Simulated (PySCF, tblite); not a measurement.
# CH5NOSi, a cluster model of a defect: NMR shifts, core binding energies and electronic excitations

Aim: the NMR shifts, core binding energies and electronic excitations of `N[C]O[SiH3]`. It is drawn as: twofold C.

Computed with tblite 0.8.0 and PySCF 2.14.0; each step states its level. No surroundings beyond the atoms listed, unless a continuum is named. Atoms count from 0, parts from 1.

## (1) The system as given

9 atoms, charge 0, multiplicity 1; geometry: distance geometry start.

## (2) Geometry optimisation with GFN2-xTB

What the job is given:

```
{"job": {"kind": "relax", "xc": "GFN2-xTB", "basis": "xTB"}, "charge": 0, "multiplicity": 1}
C      2.596420     1.076675    -0.840337
O      2.154566     0.179357     0.094923
Si     0.583054     0.226609     0.924870
N      3.106729     1.814781    -1.981611
H     -0.374297     0.755036     0.062712
H      0.680407     1.075476     2.083522
H      0.190749    -1.065470     1.315937
H      3.842272     2.505892    -1.761657
H      2.416048     2.113857    -2.667299
```

Level: GFN2-xTB geometry optimisation, gas phase.

Launch:

```console
$ OMP_NUM_THREADS=1 python cluster_run.py task.json out
```

The driver reads the jobs from task.json and runs them one after another.

**Question.** The jobs that follow are: PBE0-D3(BJ)/def2-SVP geometry optimisation, gas phase; GIAO PBE0/pcSseg-2 NMR shielding, non-relativistic, gas phase; delta-SCF UKS SCAN, pcX-2 on the ionised atom, pcseg-1 elsewhere, spin-free X2C; TDDFT CAM-B3LYP/def2-SVPD, vertical, gas phase, core orbitals frozen in the response. Predict: rotational constants (main isotopes); 13C shifts against TMS (PBE0/pcSseg-2); 1H shifts against TMS (PBE0/pcSseg-2); 17O shifts against H2O (PBE0/pcSseg-2); 29Si shifts against TMS (PBE0/pcSseg-2); 15N shifts against NH3 (PBE0/pcSseg-2); C1s binding energies, SCAN/pcX-2; O1s binding energies, SCAN/pcX-2; Si2p binding energies, SCAN/pcX-2; N1s binding energies, SCAN/pcX-2; lowest singlet (CAM-B3LYP/def2-SVPD); brightest single state of those computed; lowest triplet; vertical ionisation energy (ΔSCF).

The runs gave:

| quantity | value |
| --- | --- |
| rotational constants (main isotopes) | 16.56, 3.75, 3.17 GHz |
| 13C shifts against TMS (PBE0/pcSseg-2) | 302.2 ppm |
| 1H shifts against TMS (PBE0/pcSseg-2) | 6.70, 6.60, 5.27, 5.23, 4.87 ppm |
| 17O shifts against H2O (PBE0/pcSseg-2) | 211.1 ppm |
| 29Si shifts against TMS (PBE0/pcSseg-2) | -59.3 ppm |
| 15N shifts against NH3 (PBE0/pcSseg-2) | 161.1 ppm |
| C1s binding energies, SCAN/pcX-2 | C0 292.74 eV |
| O1s binding energies, SCAN/pcX-2 | O1 538.81 eV |
| Si2p binding energies, SCAN/pcX-2 | Si2 107.95 eV |
| N1s binding energies, SCAN/pcX-2 | N3 406.47 eV |
| lowest singlet (CAM-B3LYP/def2-SVPD) | 4.58 eV (271 nm), f = 0.014 |
| brightest single state of those computed | state 4, 6.44 eV, f = 0.086 |
| lowest triplet | 2.84 eV |
| vertical ionisation energy (ΔSCF) | 8.51 eV |

**Reading.** Over 5 steps the energy fell by 0.164 eV; of the close pairs, O1–Si2 changed most, 1.649 to 1.696 Å (PBE0/def2-SVP). At PBE0/pcSseg-2: Shielding is most anisotropic at C0 (span 529 ppm, paramagnetic term -363 ppm). The first singlet state (HOMO→LUMO+2 0.95) lies at 4.58 eV and is weak; of the 6 states computed, the strongest absorption comes from state 4 at 6.44 eV. The lowest triplet lies 1.73 eV below the lowest singlet (triplets in Tamm-Dancoff, singlets in full TDDFT). The orbital energy would give 7.53 eV for ionisation, ΔSCF gives 8.51 eV.
